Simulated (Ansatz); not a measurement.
**C₄H₁₂GeO₄: small, medium and large basis sets**

Aim: see how fast density functionals converge with the basis set for C₄H₁₂GeO₄.

Computed with Ansatz 0.2.0, Gaussian basis. Level: one geometry, several basis sets.

Levels to be run: PBE0-D4/def2-SVP; ωB97M-V/def2-SVP; PBE0-D4/def2-QZVPP; ωB97M-V/def2-QZVPP; the functionals' def2-TZVPP values are taken from earlier runs.

## Step 1: The geometry

An earlier PBE0-D4 in a triple-zeta def2 set relaxation fixed the geometry.

SMILES `C[O][Ge]([O]C)([O]C)[O]C`, 21 atoms, charge 0, spin multiplicity 1.

Atoms are counted from 1 here; the program's logs count them from 0.

Bond lengths: C1–O2 1.414 Å, C1–H10 1.092 Å, C1–H11 1.096 Å, C1–H12 1.096 Å, O2–Ge3 1.754 Å, Ge3–O4 1.754 Å, Ge3–O6 1.754 Å, Ge3–O8 1.754 Å, O4–C5 1.414 Å, C5–H13 1.096 Å, C5–H14 1.092 Å, C5–H15 1.096 Å, O6–C7 1.414 Å, C7–H16 1.096 Å, C7–H17 1.092 Å, C7–H18 1.096 Å, O8–C9 1.414 Å, C9–H19 1.096 Å and more. Angles: O2–C1–H10 107.5°, O2–C1–H11 112.0°, O2–C1–H12 112.0°, H10–C1–H11 108.5°, H10–C1–H12 108.5°, H11–C1–H12 108.2°, C1–O2–Ge3 118.5°, O2–Ge3–O4 112.8°, O2–Ge3–O6 103.0°, O2–Ge3–O8 112.8°, O4–Ge3–O6 112.8°, O4–Ge3–O8 103.0°, O6–Ge3–O8 112.8°, Ge3–O4–C5 118.5°, O4–C5–H13 112.0°, O4–C5–H14 107.5°, O4–C5–H15 112.0°, H13–C5–H14 108.5° and more.

## Step 2: PBE0-D4 in def2-SVP

in.yaml reads:

```yaml
crystal:
  periodic: [false, false, false]
  atoms:
    - {symbol: C, position_ang: [2.058665, 1.033753, -1.454226]}
    - {symbol: O, position_ang: [1.365680, 1.072320, -0.222244]}
    - {symbol: Ge, position_ang: [-0.005315, 0.000757, 0.001604]}
    - {symbol: O, position_ang: [-1.259966, 0.241853, -1.200790]}
    - {symbol: C, position_ang: [-1.844185, 1.524127, -1.318960]}
    - {symbol: O, position_ang: [-0.542350, 0.379592, 1.628303]}
    - {symbol: C, position_ang: [-1.657287, -0.316200, 2.150111]}
    - {symbol: O, position_ang: [0.414928, -1.690806, -0.198497]}
    - {symbol: C, position_ang: [1.418915, -2.239746, 0.632264]}
    - {symbol: H, position_ang: [2.866271, 1.766047, -1.400063]}
    - {symbol: H, position_ang: [2.495906, 0.047917, -1.648723]}
    - {symbol: H, position_ang: [1.410204, 1.293376, -2.298611]}
    - {symbol: H, position_ang: [-1.108064, 2.286411, -1.598096]}
    - {symbol: H, position_ang: [-2.600673, 1.469519, -2.103916]}
    - {symbol: H, position_ang: [-2.330175, 1.841560, -0.389466]}
    - {symbol: H, position_ang: [-2.562228, -0.146402, 1.555852]}
    - {symbol: H, position_ang: [-1.832519, 0.055177, 3.161437]}
    - {symbol: H, position_ang: [-1.479679, -1.396299, 2.202420]}
    - {symbol: H, position_ang: [1.147679, -2.188510, 1.692778]}
    - {symbol: H, position_ang: [1.537108, -3.288956, 0.355495]}
    - {symbol: H, position_ang: [2.382585, -1.734888, 0.500528]}
basis:
  gaussian: {orbitals: def2-SVP}
hamiltonian: {xc: pbe0, dispersion: d4}
output: {orbitals: {seedname: orbitals}}
```

Command:

```sh
ansatz run in.yaml --threads 4 --pin off --events-out ev --progress --plain --max-ram 46080MiB --backend cpu
```

The runs that follow: ωB97M-V in def2-SVP; PBE0-D4 in def2-QZVPP; ωB97M-V in def2-QZVPP.

Before running them: what should the planned runs give, taken together? Wanted: PBE0-D4: double and triple zeta above quadruple; ωB97M-V: double and triple zeta above quadruple.

As calculated:

| quantity | value |
| --- | --- |
| PBE0-D4: double and triple zeta above quadruple | 23.94, 1.97 eV |
| ωB97M-V: double and triple zeta above quadruple | 24.35, 1.90 eV |

In words: For PBE0-D4 the step from double to triple zeta gains 21.98 eV and the next only 1.97 eV. Total energies overstate the basis error of differences, where much of it tends to cancel. The LUMO of ωB97M-V is positive and keeps falling with the basis (2.53 to 1.62 eV): an unbound level that the basis holds in place.
